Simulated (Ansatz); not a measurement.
I need a short molecular-dynamics run of FGeH3O, SMILES [OH][GeH2][F]. Use Ansatz 0.2.0, Python API. Settings: Hartree-Fock, def2-SVP basis, multiplicity 1.

```yaml
atoms:
  - { symbol: O, position_ang: [-1.1244, -0.6732, -0.5309] }
  - { symbol: Ge, position_ang: [0.3367, 0.0024, 0.1696] }
  - { symbol: F, position_ang: [1.2823, -1.3306, 0.7438] }
  - { symbol: H, position_ang: [-1.5864, 0.1889, -0.8502] }
  - { symbol: H, position_ang: [1.1346, 0.7799, -0.9262] }
  - { symbol: H, position_ang: [-0.0007, 0.9685, 1.3477] }
```

`md_fgeh3o.py`:
```python
# -*- coding: utf-8 -*-
'''A short Born-Oppenheimer trajectory of FGeH3O.'''

import ansatz
from ase import Atoms
import numpy as np

BASIS = 'def2-SVP'
FUNCTIONAL = 'HF'
N_STEPS = 30
TEMPERATURE_K = 200

atoms = Atoms(['O', 'Ge', 'F', 'H', 'H', 'H'], positions=[
    (-1.1244, -0.6732, -0.5309),
    (0.3367, 0.0024, 0.1696),
    (1.2823, -1.3306, 0.7438),
    (-1.5864, 0.1889, -0.8502),
    (1.1346, 0.7799, -0.9262),
    (-0.0007, 0.9685, 1.3477),
])
fgeh3o = ansatz.Crystal.molecule_from_ase(atoms)

job = (
    fgeh3o.calculation()
    .basis(gaussian=BASIS)
    .functional(FUNCTIONAL)  # exchange and correlation
    .accuracy('medium')
    .md('nvt_nose_hoover', timestep=0.25, steps=N_STEPS, temperature=TEMPERATURE_K, initial_velocities='maxwell_boltzmann', seed=36, thermostat_time=20)
)
frames = []
job.session().plan().execute(on_event=lambda e: frames.append(e['data']) if e['event'] == 'md_step' else None)
print('t (fs)   E_pot (eV)      E_kin (eV)   T (K)   d(0-1) (A)')
for f in frames[::2]:
    xyz = np.array(f['positions_ang'])
    print(f'{f["time_fs"]:6.2f} {f["lagrangian_ev"]:14.5f} {f["e_kin_ev"]:10.5f} {f["temperature_k"]:8.1f} {np.linalg.norm(xyz[0] - xyz[1]):9.4f}')
kept = np.array([f['conserved_ev'] for f in frames])
print(f'conserved energy moves by at most {1000 * np.ptp(kept):.3f} meV')
```

`python md_fgeh3o.py` gives:
```text
t (fs)   E_pot (eV)      E_kin (eV)   T (K)   d(0-1) (A)
  0.00   -61254.13430    0.10341    200.0    1.7555
  0.50   -61254.13621    0.10526    203.6    1.7557
  1.00   -61254.16616    0.13497    261.1    1.7559
  1.50   -61254.20988    0.17826    344.8    1.7562
  2.00   -61254.24519    0.21290    411.8    1.7564
  2.50   -61254.24987    0.21683    419.4    1.7565
  3.00   -61254.21676    0.18323    354.4    1.7566
  3.50   -61254.16819    0.13461    260.4    1.7566
  4.00   -61254.14913    0.11541    223.2    1.7563
  4.50   -61254.18931    0.15455    298.9    1.7558
  5.00   -61254.27090    0.23409    452.8    1.7551
  5.50   -61254.34484    0.30528    590.4    1.7542
  6.00   -61254.37418    0.33126    640.7    1.7532
  6.50   -61254.35492    0.30812    595.9    1.7522
  7.00   -61254.30687    0.25608    495.3    1.7512
  7.50   -61254.25644    0.20197    390.6    1.7504
conserved energy moves by at most 1.788 meV
```

Caveats:
- The settings weren't tested for convergence.
- The trajectory is only some femtoseconds long, so its temperature is not equilibrated; where the script doesn't relax first, it starts from a rough generated geometry.
- The temperature counts the internal degrees of freedom alone.
- Wall time of the script: 30 s on 1 thread of Arm Neoverse V2 (shared host), peak memory 0.21 GiB.

(A comment or docstring line of the script was reworded after the run, the code is as it ran; lines on the test bed's own set-up are left out of the output.)
